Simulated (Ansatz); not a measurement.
# CH6OSSn: how energies converge with the basis set

How large a basis does CH6OSSn need? Two functionals are run in growing sets.

Computed with Ansatz 0.2.0, Gaussian basis. Level: one geometry, several basis sets.

Levels to be run: PBE0-D4/def2-SVP; ωB97M-V/def2-SVP; PBE0-D4/def2-QZVPP; ωB97M-V/def2-QZVPP; the functionals' def2-TZVPP values are taken from earlier runs.

## Step 1: Structure used throughout

All runs share one geometry, relaxed beforehand with PBE0-D4 in a triple-zeta def2 set. Sn takes the def2 core potential; no spin-orbit term is included.

SMILES `[CH3][SnH]([OH])[SH]`, 10 atoms, charge 0, spin multiplicity 1.

Atoms are counted from 1 here; the program's logs count them from 0.

Bond lengths: C1–Sn2 2.121 Å, C1–H5 1.089 Å, C1–H6 1.090 Å, C1–H7 1.090 Å, Sn2–O3 1.968 Å, Sn2–S4 2.405 Å, Sn2–H8 1.709 Å, O3–H9 0.960 Å, S4–H10 1.344 Å. Angles: Sn2–C1–H5 110.2°, Sn2–C1–H6 109.3°, Sn2–C1–H7 108.8°, H5–C1–H6 109.7°, H5–C1–H7 109.6°, H6–C1–H7 109.2°, C1–Sn2–O3 102.9°, C1–Sn2–S4 113.0°, C1–Sn2–H8 117.6°, O3–Sn2–S4 108.1°, O3–Sn2–H8 109.8°, S4–Sn2–H8 105.2°, Sn2–O3–H9 113.0°, Sn2–S4–H10 93.2°.

## Step 2: PBE0-D4 in def2-SVP

Input file in.yaml:

```yaml
crystal:
  periodic: [false, false, false]
  atoms:
    - {symbol: C, position_ang: [-1.432200, 0.636658, -0.180630]}
    - {symbol: Sn, position_ang: [0.188898, -0.693679, 0.135027]}
    - {symbol: O, position_ang: [1.037780, 0.026272, 1.758066]}
    - {symbol: S, position_ang: [1.810042, -0.640644, -1.641285]}
    - {symbol: H, position_ang: [-1.960003, 0.375143, -1.096961]}
    - {symbol: H, position_ang: [-2.115779, 0.579417, 0.666431]}
    - {symbol: H, position_ang: [-1.042792, 1.651190, -0.259321]}
    - {symbol: H, position_ang: [-0.177760, -2.348101, 0.357146]}
    - {symbol: H, position_ang: [1.910791, -0.339228, 1.919045]}
    - {symbol: H, position_ang: [1.864124, 0.701873, -1.654516]}
basis:
  gaussian: {orbitals: def2-SVP}
hamiltonian: {xc: pbe0, dispersion: d4}
output: {orbitals: {seedname: orbitals}}
```

After this run come: ωB97M-V in def2-SVP; PBE0-D4 in def2-QZVPP; ωB97M-V in def2-QZVPP.

Before running them: what should the planned runs give, taken together? Wanted: PBE0-D4: double and triple zeta above quadruple; ωB97M-V: double and triple zeta above quadruple.

**Answer**, as computed:

| quantity | value |
| --- | --- |
| PBE0-D4: double and triple zeta above quadruple | 8.69, 0.59 eV |
| ωB97M-V: double and triple zeta above quadruple | 8.83, 0.58 eV |

**Reading.** For PBE0-D4 the step from double to triple zeta gains 8.10 eV and the next only 0.59 eV. These are total energies; as a rule much of such shifts cancels in differences, which this series doesn't test. The LUMO of ωB97M-V is positive and keeps falling with the basis (2.00 to 1.05 eV): an unbound level that the basis holds in place.
